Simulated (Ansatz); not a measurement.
**CH₅FO₂Si₂: up Jacob's ladder to CCSD(T)**

Aim: compute CH₅FO₂Si₂ with functionals from several rungs and with coupled cluster. The yardstick is the atomisation energy at the CCSD(T) limit.

Method: functionals in def2-TZVPP, the program's frozen cores in correlated methods; program: Ansatz 0.2.0, Gaussian basis.

Levels to be run: LDA (SPW92), PBE-D4, revPBE-D4, BLYP-D4, r2SCAN-D4, B97M-V, PBE0-D4, B3LYP-D4, r2SCANh-D4, r2SCAN0-D4, HSE06-D4, BHLYP-D4, CAM-B3LYP-D4, LC-ωPBE, ωB97X-V, ωB97M-V, B2PLYP, PBE-QIDH; CCSD(T)/def2-SVP; CCSD(T)/def2-TZVPP; MP2/def2-QZVPP; extrapolation to the limit; RPA on PBE.

## 1. The geometry

An earlier PBE0-D4 in a triple-zeta def2 set relaxation fixed the geometry.

11 atoms, charge 0, spin multiplicity 1.

Atoms are counted from 1 here; the program's logs count them from 0.

Bond lengths: C1–Si2 1.853 Å, C1–H7 1.094 Å, C1–H8 1.093 Å, C1–H9 1.093 Å, Si2–O3 1.665 Å, Si2–O5 1.637 Å, Si2–H10 1.478 Å, O3–Si4 1.625 Å, Si4–F6 1.631 Å, O5–H11 0.960 Å. Angles: Si2–C1–H7 111.0°, Si2–C1–H8 110.6°, Si2–C1–H9 110.8°, H7–C1–H8 108.1°, H7–C1–H9 108.1°, H8–C1–H9 108.2°, C1–Si2–O3 107.6°, C1–Si2–O5 113.2°, C1–Si2–H10 112.6°, O3–Si2–O5 110.1°, O3–Si2–H10 107.6°, O5–Si2–H10 105.6°, Si2–O3–Si4 141.2°, O3–Si4–F6 101.2°, Si2–O5–H11 117.3°.

As a file:

```
C    -0.6726    0.8262   -1.1497
Si    0.6650    0.4258    0.0680
O    -0.0500    0.2502    1.5610
Si   -0.6698   -0.8870    2.5427
O     1.5035   -0.9271   -0.3158
F    -0.5680   -2.2119    1.5976
H    -1.3994    0.0118   -1.2155
H    -0.2510    0.9858   -2.1451
H    -1.2061    1.7334   -0.8549
H     1.6724    1.5013    0.1775
H     1.0414   -1.7655   -0.2452
```

## 2. LDA

This LDA is Slater exchange with PW92 correlation.

Contents of in.yaml:

```yaml
crystal:
  periodic: [false, false, false]
  atoms:
    - {symbol: C, position_ang: [-0.672584, 0.826226, -1.149709]}
    - {symbol: Si, position_ang: [0.664961, 0.425796, 0.067992]}
    - {symbol: O, position_ang: [-0.050001, 0.250223, 1.560983]}
    - {symbol: Si, position_ang: [-0.669769, -0.887023, 2.542698]}
    - {symbol: O, position_ang: [1.503494, -0.927134, -0.315797]}
    - {symbol: F, position_ang: [-0.567975, -2.211888, 1.597568]}
    - {symbol: H, position_ang: [-1.399435, 0.011822, -1.215458]}
    - {symbol: H, position_ang: [-0.250984, 0.985767, -2.145052]}
    - {symbol: H, position_ang: [-1.206065, 1.733374, -0.854927]}
    - {symbol: H, position_ang: [1.672432, 1.501295, 0.177532]}
    - {symbol: H, position_ang: [1.041427, -1.765461, -0.245229]}
basis:
  gaussian: {orbitals: def2-TZVPP}
hamiltonian: {xc: lda}
output: {orbitals: {seedname: orbitals}}
```

Further steps of the session: PBE-D4 (GGA); revPBE-D4 (GGA); BLYP-D4 (GGA); r2SCAN-D4 (meta-GGA); B97M-V (meta-GGA); PBE0-D4 (hybrid); B3LYP-D4 (hybrid); r2SCANh-D4 (hybrid); r2SCAN0-D4 (hybrid); HSE06-D4 (hybrid); BHLYP-D4 (hybrid); CAM-B3LYP-D4 (range-separated); LC-ωPBE (range-separated); ωB97X-V (range-separated); ωB97M-V (range-separated); B2PLYP (double hybrid); PBE-QIDH (double hybrid); CCSD(T) in def2-SVP; CCSD(T) in def2-TZVPP; MP2 in def2-QZVPP; RPA on PBE orbitals.

**Question.** What will the summary of the whole plan be? Wanted: atomisation energy, CCSD(T)/CBS; farthest beyond LDA; mean size of error, GGA; mean size of error, meta-GGA; mean size of error, hybrid; mean size of error, range-separated; mean size of error, double hybrid; gap, smallest and largest; T1 diagnostic.

The runs gave:

| quantity | value |
| --- | --- |
| atomisation energy, CCSD(T)/CBS | 4473.2 kJ/mol |
| functionals within 22.4 kJ/mol (0.5 %) | r2SCAN-D4, B97M-V, CAM-B3LYP-D4, ωB97X-V, ωB97M-V |
| farthest beyond LDA | BHLYP-D4 (-172.7 kJ/mol) |
| mean size of error, GGA | 49.5 kJ/mol |
| mean size of error, meta-GGA | 17.5 kJ/mol |
| mean size of error, hybrid | 85.9 kJ/mol |
| mean size of error, range-separated | 18.3 kJ/mol |
| mean size of error, double hybrid | 73.7 kJ/mol |
| gap, smallest and largest | 3.96 eV (LDA (SPW92)), 10.88 eV (LC-ωPBE) |
| T1 diagnostic | 0.0133 |
| triples share of the correlation energy | 3.5 % |

The LDA atomisation energy is off by 597.8 kJ/mol (13 %): it overbinds. PBE-D4 is off by +22.8 kJ/mol. Double hybrids carry the basis error of their MP2 part in triple zeta, and no dispersion term here, so their miss is partly the set-up's. The rungs meta-GGA, range-separated miss on average by less than the doubt on the reference (22.4 kJ/mol), so they tie. Misses under about 22.4 kJ/mol are within the doubt on the reference itself, which lacks core-valence correlation, relativity and higher excitations. Hartree-Fock recovers 73 % of the binding; the rest is correlation. CCSD(T) in def2-SVP is off by -358.6 kJ/mol, more than most functionals: a good method in a small basis is no reference. The gap grows from 4.0 to 10.9 eV across the functionals, mostly with the share of exact exchange.
